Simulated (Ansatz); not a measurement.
# CH₈FGeNSi: how energies converge with the basis set

One table from this session's results is given with a row withheld; the runs are named, their logs left out.

Program: Ansatz 0.2.0, Gaussian basis. Level of theory: one geometry, several basis sets. These are calculated values, not measurements.

Levels to be run: PBE0-D4/def2-SVP; ωB97M-V/def2-SVP; PBE0-D4/def2-QZVPP; ωB97M-V/def2-QZVPP; the functionals' def2-TZVPP values are taken from earlier runs.

## The geometry

An earlier PBE0-D4 in a triple-zeta def2 set relaxation fixed the geometry.

SMILES `C[N]([GeH3])[SiH2]F`, 13 atoms, charge 0, spin multiplicity 1.

Atoms are counted from 1 here; the program's logs count them from 0.

Bond lengths: C1–N2 1.458 Å, C1–H6 1.096 Å, C1–H7 1.096 Å, C1–H8 1.094 Å, N2–Ge3 1.849 Å, N2–Si4 1.698 Å, Ge3–H9 1.540 Å, Ge3–H10 1.532 Å, Ge3–H11 1.541 Å, Si4–F5 1.605 Å, Si4–H12 1.483 Å, Si4–H13 1.480 Å. Angles: N2–C1–H6 111.1°, N2–C1–H7 112.4°, N2–C1–H8 110.5°, H6–C1–H7 107.9°, H6–C1–H8 107.2°, H7–C1–H8 107.5°, C1–N2–Ge3 115.2°, C1–N2–Si4 120.4°, Ge3–N2–Si4 123.7°, N2–Ge3–H9 107.6°, N2–Ge3–H10 107.8°, N2–Ge3–H11 109.6°, H9–Ge3–H10 111.7°, H9–Ge3–H11 109.0°, H10–Ge3–H11 111.0°, N2–Si4–F5 113.6°, N2–Si4–H12 109.1°, N2–Si4–H13 108.8° and more.

The first run:

in.yaml

```yaml
crystal:
  periodic: [false, false, false]
  atoms:
    - {symbol: C, position_ang: [-1.411957, -0.536494, 0.260748]}
    - {symbol: N, position_ang: [-0.088796, 0.054038, 0.094270]}
    - {symbol: Ge, position_ang: [1.328288, -1.097534, 0.383906]}
    - {symbol: Si, position_ang: [0.080599, 1.607542, -0.568810]}
    - {symbol: F, position_ang: [-0.046012, 1.641426, -2.168912]}
    - {symbol: H, position_ang: [-1.502996, -1.031113, 1.234025]}
    - {symbol: H, position_ang: [-1.640020, -1.275855, -0.515777]}
    - {symbol: H, position_ang: [-2.184770, 0.236368, 0.217349]}
    - {symbol: H, position_ang: [1.206078, -1.632690, 1.822328]}
    - {symbol: H, position_ang: [2.625048, -0.306932, 0.180521]}
    - {symbol: H, position_ang: [1.241824, -2.279368, -0.600614]}
    - {symbol: H, position_ang: [-1.019728, 2.469010, -0.073446]}
    - {symbol: H, position_ang: [1.432942, 2.116903, -0.250587]}
basis:
  gaussian: {orbitals: def2-SVP}
hamiltonian: {xc: pbe0, dispersion: d4}
output: {orbitals: {seedname: orbitals}}
```

Among the steps run: PBE0-D4 in def2-SVP; ωB97M-V in def2-SVP; PBE0-D4 in def2-QZVPP; ωB97M-V in def2-QZVPP.

One of the session's tables, all rows but one given; the rest of the session is left out.

It belongs to the step «Functionals by basis». 

```
functional       basis  HOMO (eV)  LUMO (eV)
   PBE0-D4    def2-SVP      -7.26       0.56
   PBE0-D4  def2-TZVPP          ?          ?
   PBE0-D4  def2-QZVPP      -7.35       0.07
   ωB97M-V    def2-SVP      -9.53       2.41
   ωB97M-V  def2-TZVPP      -9.64       1.95
   ωB97M-V  def2-QZVPP      -9.65       1.55
```

**Question.** Estimate the row for PBE0-D4, def2-TZVPP.

The run gave: HOMO (eV): -7.34; LUMO (eV): 0.25. In the column «HOMO (eV)» it lies between PBE0-D4, def2-QZVPP (-7.35) and PBE0-D4, def2-SVP (-7.26).
